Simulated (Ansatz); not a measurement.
# C₄H₁₀GeO₂Si: one species, many methods

An exercise on one series of results from a longer session: the logs are not shown, and one member is left open.

Computed with Ansatz 0.2.0, Gaussian basis. Level: functionals in def2-TZVPP, the program's frozen cores in correlated methods.

The runs, in order: LDA (SPW92), PBE-D4, revPBE-D4, BLYP-D4, r2SCAN-D4, B97M-V, PBE0-D4, B3LYP-D4, r2SCANh-D4, r2SCAN0-D4, HSE06-D4, BHLYP-D4, CAM-B3LYP-D4, LC-ωPBE, ωB97X-V, ωB97M-V, B2PLYP, PBE-QIDH; CCSD(T)/def2-SVP; CCSD(T)/def2-TZVPP; MP2/def2-QZVPP; extrapolation to the limit; RPA on PBE.

## The geometry

An earlier PBE0-D4 in a triple-zeta def2 set relaxation fixed the geometry.

18 atoms, charge 0, spin multiplicity 1.

Atoms are counted from 1 here; the program's logs count them from 0.

Bond lengths: C1–Si2 1.861 Å, C1–H9 1.092 Å, C1–H10 1.093 Å, C1–H11 1.094 Å, Si2–C3 1.862 Å, Si2–O4 1.650 Å, Si2–C5 1.835 Å, C3–H12 1.092 Å, C3–H13 1.094 Å, C3–H14 1.093 Å, O4–H15 0.958 Å, C5–C6 1.214 Å, C6–Ge7 1.902 Å, Ge7–O8 1.778 Å, Ge7–H16 1.538 Å, Ge7–H17 1.528 Å, O8–H18 0.960 Å. Angles: Si2–C1–H9 110.7°, Si2–C1–H10 110.8°, Si2–C1–H11 111.1°, H9–C1–H10 108.1°, H9–C1–H11 108.3°, H10–C1–H11 107.8°, C1–Si2–C3 111.1°, C1–Si2–O4 111.7°, C1–Si2–C5 108.7°, C3–Si2–O4 111.5°, C3–Si2–C5 109.0°, O4–Si2–C5 104.6°, Si2–C3–H12 110.8°, Si2–C3–H13 111.1°, Si2–C3–H14 110.7°, H12–C3–H13 108.3°, H12–C3–H14 108.1°, H13–C3–H14 107.7° and more.

Coordinates:

```
atom    x (Å)    y (Å)    z (Å)
  C1  -2.2212  -0.2148   1.0230
 Si2  -0.7043   0.8511   0.8579
  C3   0.3098   0.8202   2.4192
  O4  -1.0880   2.3938   0.4170
  C5   0.3134   0.2148  -0.5296
  C6   0.9853  -0.2479  -1.4288
 Ge7   2.0430  -0.9722  -2.8346
  O8   1.3487  -2.5283  -3.3418
  H9  -2.8023  -0.2045   0.0984
 H10  -1.9458  -1.2500   1.2405
 H11  -2.8636   0.1379   1.8353
 H12   1.2079   1.4318   2.3096
 H13  -0.2632   1.2018   3.2694
 H14   0.6205  -0.2002   2.6581
 H15  -1.5762   2.9267   1.0453
 H16   3.4762  -1.1699  -2.3139
 H17   1.9834  -0.0859  -4.0784
 H18   1.1388  -3.0934  -2.5949
```

The first run:

in.yaml reads:

```yaml
crystal:
  periodic: [false, false, false]
  atoms:
    - {symbol: C, position_ang: [-2.221239, -0.214807, 1.023047]}
    - {symbol: Si, position_ang: [-0.704286, 0.851091, 0.857903]}
    - {symbol: C, position_ang: [0.309768, 0.820176, 2.419175]}
    - {symbol: O, position_ang: [-1.087979, 2.393766, 0.417046]}
    - {symbol: C, position_ang: [0.313395, 0.214770, -0.529576]}
    - {symbol: C, position_ang: [0.985339, -0.247899, -1.428803]}
    - {symbol: Ge, position_ang: [2.043028, -0.972186, -2.834550]}
    - {symbol: O, position_ang: [1.348659, -2.528324, -3.341778]}
    - {symbol: H, position_ang: [-2.802278, -0.204540, 0.098406]}
    - {symbol: H, position_ang: [-1.945766, -1.250019, 1.240517]}
    - {symbol: H, position_ang: [-2.863588, 0.137928, 1.835264]}
    - {symbol: H, position_ang: [1.207917, 1.431800, 2.309593]}
    - {symbol: H, position_ang: [-0.263213, 1.201823, 3.269431]}
    - {symbol: H, position_ang: [0.620531, -0.200188, 2.658058]}
    - {symbol: H, position_ang: [-1.576208, 2.926715, 1.045328]}
    - {symbol: H, position_ang: [3.476242, -1.169866, -2.313892]}
    - {symbol: H, position_ang: [1.983412, -0.085879, -4.078385]}
    - {symbol: H, position_ang: [1.138765, -3.093362, -2.594882]}
basis:
  gaussian: {orbitals: def2-TZVPP}
hamiltonian: {xc: lda}
output: {orbitals: {seedname: orbitals}}
```

Among the steps run: LDA; PBE-D4 (GGA); revPBE-D4 (GGA); BLYP-D4 (GGA); r2SCAN-D4 (meta-GGA); B97M-V (meta-GGA); PBE0-D4 (hybrid); B3LYP-D4 (hybrid); r2SCANh-D4 (hybrid); r2SCAN0-D4 (hybrid); HSE06-D4 (hybrid); BHLYP-D4 (hybrid); CAM-B3LYP-D4 (range-separated); LC-ωPBE (range-separated); ωB97X-V (range-separated); ωB97M-V (range-separated); B2PLYP (double hybrid); PBE-QIDH (double hybrid).

One table of the session follows, with a row left open; its other results are not shown here.

It belongs to the step «Frontier levels by functional». 

| functional | HOMO (eV) | gap (eV) |
| --- | --- | --- |
| LDA (SPW92) | -6.81 | 5.00 |
| PBE-D4 | -6.66 | 5.09 |
| revPBE-D4 | -6.59 | 5.14 |
| BLYP-D4 | -6.52 | 5.09 |
| r2SCAN-D4 | -6.93 | 5.58 |
| B97M-V | -6.97 | 5.60 |
| PBE0-D4 | ? | ? |
| B3LYP-D4 | -7.67 | 6.78 |
| r2SCANh-D4 | -7.39 | 6.36 |
| r2SCAN0-D4 | -8.08 | 7.52 |
| HSE06-D4 | -7.50 | 6.44 |
| BHLYP-D4 | -8.98 | 9.25 |
| CAM-B3LYP-D4 | -9.24 | 9.61 |
| LC-ωPBE | -10.63 | 12.16 |
| ωB97X-V | -10.25 | 11.65 |
| ωB97M-V | -10.12 | 11.34 |

**Question.** Estimate the row for PBE0-D4.

**Answer.** HOMO (eV): -7.90; gap (eV): 7.22. In the column «HOMO (eV)» it lies between r2SCAN0-D4 (-8.08) and B3LYP-D4 (-7.67).
